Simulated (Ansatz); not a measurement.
AlBrH5N, SMILES [NH3+][AlH2-][Br], a rigid scan of one bond length

Computed with Ansatz 0.2.0 through its Python package.

Contents of `albrh5n.xyz`:
```text
8

N    -1.03180    0.22260    0.05830
Al    0.79020   -0.32380   -0.11720
Br    2.20790    1.37070    0.74900
H    -1.25920    0.38200    1.06510
H    -1.66290   -0.51810   -0.32090
H    -1.18920    1.10890   -0.47130
H     1.01880   -1.67850    0.69670
H     1.12610   -0.56370   -1.65980
```

Script `albrh5n.py`:
```python
'''Potential curve of AlBrH5N along one bond.'''

import ansatz as az
import numpy as np

albrh5n = az.Crystal.molecule_from_extxyz('albrh5n.xyz')

symbols = [site.symbol for site in albrh5n.cartesian_sites]
start = np.array([site.position_ang for site in albrh5n.cartesian_sites])
axis = (start[5] - start[0]) / np.linalg.norm(start[5] - start[0])
moving = [5]
lengths, energies = [0.89, 0.96, 1.04, 1.15, 1.31, 1.57, 1.88, 2.3], []
for length in lengths:
    xyz = start.copy()
    xyz[moving] += (length - np.linalg.norm(start[5] - start[0])) * axis
    point = az.Crystal.molecule()
    for symbol, place in zip(symbols, xyz):
        point = point.atom(symbol, place.tolist())
    setup = point.calculation()
    setup = setup.basis(gaussian='def2-SVP').functional('hf')
    setup = setup.spin('collinear')
    r = setup.run().report
    energies.append(r['free_energy_ev'])
    print(f'r = {length:6.3f} A  E = {energies[-1]:.5f} eV  <S^2> = {abs(r["mean_field"]["state"]["spin_squared"]):.3f}')

print('energy above the lowest point (eV):', [round(e - min(energies), 3) for e in energies])
```

Running `python albrh5n.py` prints:
```text
r =  0.890 A  E = -78132.99035 eV  <S^2> = 0.000
r =  0.960 A  E = -78133.37808 eV  <S^2> = 0.000
r =  1.040 A  E = -78133.42653 eV  <S^2> = 0.000
r =  1.150 A  E = -78133.08736 eV  <S^2> = 0.000
r =  1.310 A  E = -78132.19714 eV  <S^2> = 0.000
r =  1.570 A  E = -78130.52924 eV  <S^2> = 0.124
r =  1.880 A  E = -78129.55433 eV  <S^2> = 0.698
r =  2.300 A  E = -78129.22631 eV  <S^2> = 0.932
energy above the lowest point (eV): [0.436, 0.048, 0.0, 0.339, 1.229, 2.897, 3.872, 4.2]
```

What to keep in mind:
- Total energies depend on the basis set; only differences at equal settings carry meaning.
- The rest of the molecule is held rigid at a force-field or estimated start geometry, and the basis set is modest; single-reference methods fail as a bond breaks.
- The expectation value of S² is noticeably off S(S+1) in at least one run, so that state is spin-contaminated.
- Hartree-Fock leaves correlation out, so bond, atomisation and ionisation energies come out well too low.
- Wall time of the script: 18 s on 1 thread of Intel(R) Xeon(R) Processor @ 2.30GHz, on a shared host, peak memory 0.37 GiB.
